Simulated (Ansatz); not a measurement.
# SiGePH (triplet): the correlation ladder, cc-pVDZ

Aim: climb from Hartree-Fock through coupled cluster for SiGePH (triplet) at one geometry and basis, and see what each rung misses.

Program: Ansatz 0.2.0, Gaussian basis. Level of theory: cc-pVDZ, correlated electrons: outside noble gas. These are calculated values, not measurements.

Plan: UHF; CCSD(T) on ROHF; CCSD(T) on UHF; BCCD(T) on ROHF; CISD; CCSDT(Q) on ROHF; CCSDT(Q) on UHF.

**1. What is computed**

The geometry is a PBE0/def2-TZVP stationary point (not a proven minimum). No spin-orbit coupling is included. The filled d shell of Ge may be among the frozen orbitals whatever the setting's name suggests; the logs give the count.

4 atoms, charge 0, spin multiplicity 3.

Atoms are counted from 1 here; the program's logs count them from 0.

Bond lengths: Ge1–Si2 2.295 Å, Si2–P3 2.078 Å, P3–H4 1.435 Å. Angles: Ge1–Si2–P3 176.1°, Si2–P3–H4 83.2°.

In the tables R marks a restricted open-shell determinant and U an unrestricted one; correlation energies count from the lowest restricted Hartree-Fock solution.

**2. UHF**

The input, in.yaml:

```yaml
crystal:
  periodic: [false, false, false]
  atoms:
    - {symbol: Ge, position_ang: [-0.000001, -0.318403, 2.736058]}
    - {symbol: Si, position_ang: [0.000005, -0.293052, 0.441608]}
    - {symbol: P, position_ang: [-0.000002, -0.410479, -1.633446]}
    - {symbol: H, position_ang: [-0.000003, 1.021934, -1.544221]}
basis:
  gaussian: {orbitals: cc-pVDZ}
magnetization: {spin_polarized: true, initial_magnetization: 2}
hamiltonian: {xc: hf}
output: {orbitals: {seedname: orbitals}}
```

Launch:

```console
> ansatz run in.yaml --threads 1 --pin off --events-out ev --progress --plain --max-ram 2393MiB
```

After this run come: CCSD(T) on ROHF; CCSD(T) on UHF; BCCD(T) on ROHF; CISD; CCSDT(Q) on ROHF; CCSDT(Q) on UHF.

Q: Predict the results of all the runs planned. Wanted: correlation energy, RCCSDT(Q); RMP2 from RCCSDT(Q); UMP2 from RCCSDT(Q); RCCSD from RCCSDT(Q); RCCSD(T) from RCCSDT(Q); UCCSD(T) from RCCSDT(Q); UCCSDT(Q) from RCCSDT(Q); T1 diagnostic.

As calculated:

| quantity | value |
| --- | --- |
| correlation energy, RCCSDT(Q) | -8.6686 eV |
| RMP2 from RCCSDT(Q) | +1566.7 meV |
| UMP2 from RCCSDT(Q) | +1717.3 meV |
| RCCSD from RCCSDT(Q) | +531.5 meV |
| RCCSD(T) from RCCSDT(Q) | +94.3 meV |
| UCCSD(T) from RCCSDT(Q) | +100.1 meV |
| UCCSDT(Q) from RCCSDT(Q) | -7.7 meV |
| levels of the table within 1 kcal/mol (43 meV) | RCCSDT, UCCSDT, UCCSDT(Q) |
| T1 diagnostic | 0.034 |

RCCSD(T) misses by +94.3 meV, 1.1 % of the correlation energy. These misses are within one basis, not against nature; the frozen cores of restricted and unrestricted runs differ, which can shift their rows.
